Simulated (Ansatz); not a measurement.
# InO2: the cost of one run

Computed with Ansatz 0.2.0 (DFT PBE, scalar-relativistic, plane waves, PAW, unless a step's input says otherwise).

## 1. The system as given

The structure is hexagonal, space group P-6m2 (No. 187). The conventional cell has a = 2.390 Å, b = 2.390 Å, c = 11.763 Å, α = 90.00°, β = 90.00°, γ = 120.00°. In (site symmetry -6m2) is surrounded by 6 O at 1.83 Å. Around O (site symmetry 3m) lie 3 In at 1.83 Å.

Structure file:

```
CELL_PARAMETERS angstrom
2.38979 0.00000 0.00000
-1.19490 2.06962 0.00000
0.00000 0.00000 11.76296
ATOMIC_POSITIONS crystal
In 0.00000 0.00000 0.00000
O 0.33333 0.66667 0.89786
O 0.33333 0.66667 0.10214
```

Recipe of the guess: species swapped into a database cell of Te2Mo (P-6m2, No. 187), with O on the Te sites and In on the Mo sites. The dimensions are guesses.

## 2. A first look at the guess

Input file input.yaml:

```yaml
crystal:
  lattice:
    - [2.38979242, 0.0, 0.0]
    - [-1.19489621, 2.06962095, 0.0]
    - [0.0, 0.0, 11.76295535]
  atoms:
    - { symbol: In, position: [0.0, 0.0, 0.0] }
    - { symbol: O, position: [0.33333333, 0.66666667, 0.89785546] }
    - { symbol: O, position: [0.33333333, 0.66666667, 0.10214454] }
basis:
  ecutwfc: 420
kpoints:
  mp_grid: { grid: [12, 12, 2] }
hamiltonian:
  xc: pbe
scf:
  occupations: { method: gaussian, width: 0.1 }
  lower_state_search: "off"
output:
  forces: true
  stress: true
  eigenvalues: true
```

Launch:

```bash
> ansatz run input.yaml --threads 1 --pin off --max-ram 2048MiB --backend cpu --events-out ev --progress --plain --runs-dir out
```

Q: Estimate wall time and peak memory on 1 thread of Arm Neoverse N1, shared host.

About 8 s, with a peak of 0.33 GiB.
